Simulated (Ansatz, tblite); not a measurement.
# Ga13As13 zinc blende bond sphere (Ga₁₃As₁₃H₃₀): one state, many levels

An exercise on one series of results from a longer session: the logs are not shown, and one member is left open.

Method: as each input shows; program: Ansatz 0.2.0, Gaussian basis.

The runs, in order: GFN1-xTB, GFN2-xTB, PBE-D4/def2-SVP, r2SCAN-D4/def2-SVP, BHLYP-D4/def2-SVP, r2SCAN-D4/def2-mTZVP, HF/STO-3G, HF/6-31G, B3LYP-D4/6-31G.

1 further run of the same task is left out (set aside as unsound or not needed). Runs told in other sessions of the task aren't counted.

## The geometry

The geometry is that of the singlet, from an earlier relaxation (PBE-D4/def2-SVP).

56 atoms, charge 0, spin multiplicity 1.

Bond lengths: Ga1–As14 2.483 Å, Ga1–As15 2.484 Å, Ga1–As17 2.475 Å, Ga1–H27 1.579 Å, Ga2–As14 2.451 Å, Ga2–As16 2.502 Å, Ga2–As18 2.483 Å, Ga2–H28 1.576 Å, Ga3–As14 2.529 Å, Ga3–As19 2.528 Å, Ga3–H29 1.578 Å, Ga3–H30 1.581 Å, Ga4–As17 2.475 Å, Ga4–As19 2.483 Å, Ga4–As20 2.483 Å, Ga4–H31 1.579 Å, Ga5–As18 2.483 Å, Ga5–As19 2.451 Å and more. Angles: As14–Ga1–As15 112.2°, As14–Ga1–As17 104.9°, As14–Ga1–H27 111.4°, As15–Ga1–As17 105.0°, As15–Ga1–H27 111.4°, As17–Ga1–H27 111.6°, As14–Ga2–As16 104.8°, As14–Ga2–As18 102.4°, As14–Ga2–H28 119.4°, As16–Ga2–As18 103.9°, As16–Ga2–H28 111.5°, As18–Ga2–H28 113.3°, As14–Ga3–As19 95.3°, As14–Ga3–H29 107.6°, As14–Ga3–H30 108.0°, As19–Ga3–H29 107.7°, As19–Ga3–H30 108.1°, H29–Ga3–H30 125.9° and more.

PBE0-D4/def2-SVP was run before; its log isn't repeated, and its numbers join the tables.

The first run:

Tight binding, by tblite at 300 K electronic temperature and without a spin-polarisation term:

```python
tblite.interface.Calculator('GFN1-xTB', numbers, positions, charge=0, uhf=0).singlepoint()
```

Tight binding, by tblite at 300 K electronic temperature and without a spin-polarisation term:

```python
tblite.interface.Calculator('GFN2-xTB', numbers, positions, charge=0, uhf=0).singlepoint()
```

start.molden holds the orbitals of an earlier run on this state, given as this run's starting guess.

Contents of in.yaml:

```yaml
crystal:
  periodic: [false, false, false]
  atoms:
    - {symbol: Ga, position_ang: [-2.159760, -2.157156, -0.671417]}
    - {symbol: Ga, position_ang: [-2.273320, 0.827440, -3.616215]}
    - {symbol: Ga, position_ang: [-5.213166, 0.751384, -0.749810]}
    - {symbol: Ga, position_ang: [-2.155275, 0.674150, 2.156518]}
    - {symbol: Ga, position_ang: [-2.273394, 3.612914, -0.831364]}
    - {symbol: Ga, position_ang: [0.826058, -2.277830, -3.613659]}
    - {symbol: Ga, position_ang: [0.745563, -5.218463, -0.751225]}
    - {symbol: Ga, position_ang: [0.670324, -2.159558, 2.151536]}
    - {symbol: Ga, position_ang: [3.611864, -2.274763, -0.834707]}
    - {symbol: Ga, position_ang: [0.698923, 0.699182, -0.703386]}
    - {symbol: Ga, position_ang: [0.833064, 3.612030, 2.267471]}
    - {symbol: Ga, position_ang: [3.613816, 0.824822, 2.269722]}
    - {symbol: Ga, position_ang: [0.754325, 0.748304, 5.209574]}
    - {symbol: As, position_ang: [-3.511083, -0.594519, -2.049649]}
    - {symbol: As, position_ang: [-0.598883, -3.512863, -2.047933]}
    - {symbol: As, position_ang: [-0.731603, -0.734424, -4.818383]}
    - {symbol: As, position_ang: [-0.702372, -0.700287, 0.699227]}
    - {symbol: As, position_ang: [-0.770954, 2.101051, -2.104578]}
    - {symbol: As, position_ang: [-3.509686, 2.049340, 0.594301]}
    - {symbol: As, position_ang: [-0.590588, 2.049353, 3.508124]}
    - {symbol: As, position_ang: [-0.729669, 4.815130, 0.727802]}
    - {symbol: As, position_ang: [2.098506, -0.771543, -2.105217]}
    - {symbol: As, position_ang: [2.046658, -3.512988, 0.588713]}
    - {symbol: As, position_ang: [2.048784, -0.599758, 3.505543]}
    - {symbol: As, position_ang: [4.816974, -0.731521, 0.723864]}
    - {symbol: As, position_ang: [2.103857, 2.098228, 0.765451]}
    - {symbol: H, position_ang: [-3.078711, -3.072147, 0.229324]}
    - {symbol: H, position_ang: [-3.067828, 1.744292, -4.622621]}
    - {symbol: H, position_ang: [-5.949768, -0.236248, 0.236885]}
    - {symbol: H, position_ang: [-5.912369, 1.753082, -1.752908]}
    - {symbol: H, position_ang: [-3.073049, -0.225130, 3.074141]}
    - {symbol: H, position_ang: [-3.067456, 4.617890, -1.750078]}
    - {symbol: H, position_ang: [1.744163, -3.072401, -4.618646]}
    - {symbol: H, position_ang: [-0.241140, -5.950188, 0.239992]}
    - {symbol: H, position_ang: [1.744028, -5.923005, -1.753696]}
    - {symbol: H, position_ang: [-0.230072, -3.077625, 3.067930]}
    - {symbol: H, position_ang: [4.617784, -3.065808, -1.755032]}
    - {symbol: H, position_ang: [1.752710, 4.618180, 3.058953]}
    - {symbol: H, position_ang: [4.617093, 1.743286, 3.066083]}
    - {symbol: H, position_ang: [-0.233280, -0.236392, 5.948892]}
    - {symbol: H, position_ang: [1.761306, 1.748574, 5.905387]}
    - {symbol: H, position_ang: [-4.314876, -1.486132, -2.996812]}
    - {symbol: H, position_ang: [-1.493331, -4.311316, -2.996911]}
    - {symbol: H, position_ang: [-1.586128, -1.585938, -5.754754]}
    - {symbol: H, position_ang: [0.027622, 0.022581, -5.908164]}
    - {symbol: H, position_ang: [0.104588, 2.987779, -2.990431]}
    - {symbol: H, position_ang: [-4.309088, 2.998774, 1.487532]}
    - {symbol: H, position_ang: [-1.482128, 2.999634, 4.308380]}
    - {symbol: H, position_ang: [-1.583506, 5.747909, 1.584003]}
    - {symbol: H, position_ang: [0.025765, 5.908520, -0.027776]}
    - {symbol: H, position_ang: [2.981895, 0.105389, -2.992942]}
    - {symbol: H, position_ang: [2.994003, -4.312712, 1.483373]}
    - {symbol: H, position_ang: [2.998178, -1.492291, 4.305700]}
    - {symbol: H, position_ang: [5.758664, -1.582585, 1.573180]}
    - {symbol: H, position_ang: [5.902182, 0.031148, -0.036057]}
    - {symbol: H, position_ang: [2.991387, 2.983427, -0.109928]}
basis:
  gaussian: {orbitals: def2-SVP, fitting: {mean_field: def2-universal-jkfit}, initial_orbitals: start.molden}
hamiltonian: {xc: pbe, dispersion: d4}
scf: {omitted_lower_state_checks: [starts]}
output: {orbitals: {seedname: orbitals}}
```

Command:

```console
$ ansatz run in.yaml --threads 11 --pin off --events-out ev --progress --plain --max-ram 110592MiB --backend cuda --devices 0, --max-vram 75GiB
```

Among the steps run: PBE-D4/def2-SVP; r2SCAN-D4/def2-SVP; BHLYP-D4/def2-SVP; r2SCAN-D4/def2-mTZVP; HF/STO-3G; HF/6-31G; B3LYP-D4/6-31G.

One table of the session follows, with a row left open; its other results are not shown here.

It belongs to the step «Binding energy». 

| level | binding an atom (eV) |
| --- | --- |
| HF/6-31G | 1.609 |
| PBE-D4/def2-SVP | 2.683 |
| r2SCAN-D4/def2-SVP | 2.685 |
| r2SCAN-D4/def2-mTZVP | 2.649 |
| B3LYP-D4/6-31G | ? |
| PBE0-D4/def2-SVP | 2.677 |
| BHLYP-D4/def2-SVP | 2.658 |

Estimate the missing values for B3LYP-D4/6-31G.

As computed: binding an atom (eV): 2.646. In the column «binding an atom (eV)» it lies between HF/6-31G (1.609) and r2SCAN-D4/def2-mTZVP (2.649).

Limits of these values: Free atoms were run apart at each level; binding is atoms less cluster, divided by the number of atoms, without zero-point or spin-orbit terms.
